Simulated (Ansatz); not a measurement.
# C2H5FSSi: small, medium and large basis sets

Aim: see how fast density functionals converge with the basis set for C2H5FSSi.

Program: Ansatz 0.2.0, Gaussian basis. Level of theory: one geometry, several basis sets. These are calculated values, not measurements.

Levels to be run: PBE0-D4/def2-SVP; ωB97M-V/def2-SVP; PBE0-D4/def2-QZVPP; ωB97M-V/def2-QZVPP; the functionals' def2-TZVPP values are taken from earlier runs.

**1. The relaxed structure**

All runs share one geometry, relaxed beforehand with PBE0-D4 in a triple-zeta def2 set.

10 atoms, charge 0, spin multiplicity 1.

Atoms are counted from 1 here; the program's logs count them from 0.

Bond lengths: F1–Si2 1.594 Å, Si2–S3 2.104 Å, Si2–C4 1.814 Å, Si2–C5 1.816 Å, S3–H6 1.345 Å, C4–C5 1.586 Å, C4–H7 1.086 Å, C4–H8 1.085 Å, C5–H9 1.086 Å, C5–H10 1.085 Å. Angles: F1–Si2–S3 112.0°, F1–Si2–C4 119.5°, F1–Si2–C5 117.9°, S3–Si2–C4 119.5°, S3–Si2–C5 123.8°, C4–Si2–C5 51.8°, Si2–S3–H6 94.6°, Si2–C4–C5 64.2°, Si2–C4–H7 119.6°, Si2–C4–H8 121.3°, C5–C4–H7 114.7°, C5–C4–H8 115.8°, H7–C4–H8 112.4°, Si2–C5–C4 64.0°, Si2–C5–H9 120.0°, Si2–C5–H10 120.7°, C4–C5–H9 114.8°, C4–C5–H10 115.6° and more.

**2. PBE0-D4 in def2-SVP**

in.yaml

```yaml
crystal:
  periodic: [false, false, false]
  atoms:
    - {symbol: F, position_ang: [-1.064599, -0.948601, 1.695847]}
    - {symbol: Si, position_ang: [0.019433, -0.446798, 0.640437]}
    - {symbol: S, position_ang: [1.980217, -0.925779, 1.235495]}
    - {symbol: C, position_ang: [-0.398431, -0.421594, -1.124379]}
    - {symbol: C, position_ang: [-0.400630, 0.985968, -0.393327]}
    - {symbol: H, position_ang: [1.971266, -0.107210, 2.303088]}
    - {symbol: H, position_ang: [-1.376068, -0.764691, -1.449769]}
    - {symbol: H, position_ang: [0.362326, -0.556664, -1.886266]}
    - {symbol: H, position_ang: [-1.377494, 1.451942, -0.303927]}
    - {symbol: H, position_ang: [0.367180, 1.682128, -0.714298]}
basis:
  gaussian: {orbitals: def2-SVP}
hamiltonian: {xc: pbe0, dispersion: d4}
output: {orbitals: {seedname: orbitals}}
```

The runs that follow: ωB97M-V in def2-SVP; PBE0-D4 in def2-QZVPP; ωB97M-V in def2-QZVPP.

Before running them: what should the planned runs give, taken together? Wanted: PBE0-D4: double and triple zeta above quadruple; ωB97M-V: double and triple zeta above quadruple.

The runs gave:

| quantity | value |
| --- | --- |
| PBE0-D4: double and triple zeta above quadruple | 13.44, 0.87 eV |
| ωB97M-V: double and triple zeta above quadruple | 13.54, 0.82 eV |

What this shows: PBE0-D4 gains 12.57 eV from double to triple zeta, then 0.87 eV more. These are total energies; as a rule much of such shifts cancels in differences, which this series doesn't test. The LUMO of ωB97M-V is positive and keeps falling with the basis (2.42 to 1.29 eV): an unbound level that the basis holds in place.
